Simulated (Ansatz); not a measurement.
# CHGe: the cost of one run

Computed with Ansatz 0.2.0, Gaussian basis. Level: cc-pVTZ, core rule «outside noble gas», up to 15 orbitals frozen.

To be run: UHF; CCSD(T) on RHF; CCSD(T) on UHF; BCCD(T) on RHF; CCSDT(Q) on RHF; CCSDT(Q) on UHF.

7 further runs of the same task are left out: 2 for a known fault of the program, 5 set aside as unsound or not needed.

### Step 1. The system

The geometry is a PBE0/def2-TZVP stationary point (not a proven minimum) of the parent state, kept for this charge and spin. No spin-orbit coupling is included. The filled d shell of Ge may be among the frozen orbitals whatever the setting's name suggests; the logs give the count.

3 atoms, charge 1, spin multiplicity 1.

Atoms are counted from 1 here; the program's logs count them from 0.

Bond lengths: Ge1–C2 1.782 Å, Ge1–H3 1.541 Å. Angles: C2–Ge1–H3 180.0°.

### Step 2. UHF

The input, in.yaml:

```yaml
crystal:
  periodic: [false, false, false]
  atoms:
    - {symbol: Ge, position_ang: [0.000000, 0.000000, 0.080265]}
    - {symbol: C, position_ang: [0.000000, 0.000000, -1.701841]}
    - {symbol: H, position_ang: [0.000000, 0.000000, 1.621576]}
basis:
  gaussian: {orbitals: cc-pVTZ}
total_charge: 1
magnetization: {spin_polarized: true, initial_magnetization: 0}
hamiltonian: {xc: hf}
output: {orbitals: {seedname: orbitals}}
```

Started as:

```console
$ ansatz run in.yaml --threads 1 --pin off --events-out ev --progress --plain --max-ram 4096MiB --backend cpu
```

What time and memory should one allow on 1 thread of AMD EPYC 7R13, shared host?

About 14 s, with a peak of 0.25 GiB.
